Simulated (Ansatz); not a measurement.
# SiO2 (Cristobalite): the cost of one run

Program: Ansatz 0.2.0. Level of theory: DFT, PBE, plane-wave PAW, default files, scalar-relativistic, as far as a step names no other. These are calculated values, not measurements.

## 1. The system as given

It takes space group P4_12_12 (No. 92, tetragonal). The conventional cell has a = 4.979 Å, b = 4.979 Å, c = 6.950 Å, α = 90.00°, β = 90.00°, γ = 90.00°. Si (site symmetry 2) is surrounded by 4 O at 1.60 to 1.61 Å. O (site symmetry 1) has 2 Si at 1.60 to 1.61 Å as nearest neighbours.

Coordinates:

```xyz
12
Lattice="4.9790 0.0000 0.0000 0.0000 4.9790 0.0000 0.0000 0.0000 6.9500" Properties=species:S:1:pos:R:3 pbc="T T T"
Si    1.4945    1.4945    0.0000
Si    0.9950    3.9840    1.7375
Si    3.4845    3.4845    3.4750
Si    3.9840    0.9950    5.2125
O     1.1922    0.5224    1.2407
O     1.9671    3.6817    2.9782
O     3.7868    4.4566    4.7157
O     3.0119    1.2973    6.4532
O     3.6817    1.9671    3.9718
O     4.4566    3.7868    2.2343
O     1.2973    3.0119    0.4968
O     0.5224    1.1922    5.7093
```

## 2. Single point at the given positions

File input.yaml:

```yaml
crystal:
  lattice:
    - [4.979, 0.0, 0.0]
    - [0.0, 4.979, 0.0]
    - [0.0, 0.0, 6.95]
  atoms:
    - { symbol: Si, position: [0.30017, 0.30017, 0.0] }
    - { symbol: Si, position: [0.19983, 0.80017, 0.25] }
    - { symbol: Si, position: [0.69983, 0.69983, 0.5] }
    - { symbol: Si, position: [0.80017, 0.19983, 0.75] }
    - { symbol: O, position: [0.23944, 0.10492, 0.17852] }
    - { symbol: O, position: [0.39508, 0.73944, 0.42852] }
    - { symbol: O, position: [0.76056, 0.89508, 0.67852] }
    - { symbol: O, position: [0.60492, 0.26056, 0.92852] }
    - { symbol: O, position: [0.73944, 0.39508, 0.57148] }
    - { symbol: O, position: [0.89508, 0.76056, 0.32148] }
    - { symbol: O, position: [0.26056, 0.60492, 0.07148] }
    - { symbol: O, position: [0.10492, 0.23944, 0.82148] }
kpoints:
  mp_grid: { grid: [5, 5, 4] }
scf:
  occupations: { method: fermi_dirac, width: 0.02 }
hamiltonian:
  xc: pbe
  pseudopotentials: { kind: paw }
output:
  forces: true
  stress: true
  populations: true
  efg: { quadrupole_moments_barn: { O: -0.02558 }, contact_densities: true }
  write_density: true
  write_potential: true
  elf: true
  volumetric_format: npy
```

Launch:

```console
> ansatz run input.yaml --threads 1 --pin off --max-ram 2560MiB --backend cpu --events-out ev --progress --plain --runs-dir out
```

Q: Estimate wall time and peak memory on 1 thread of Arm Neoverse V2, shared host.

About 16 s, with a peak of 0.4 GiB.
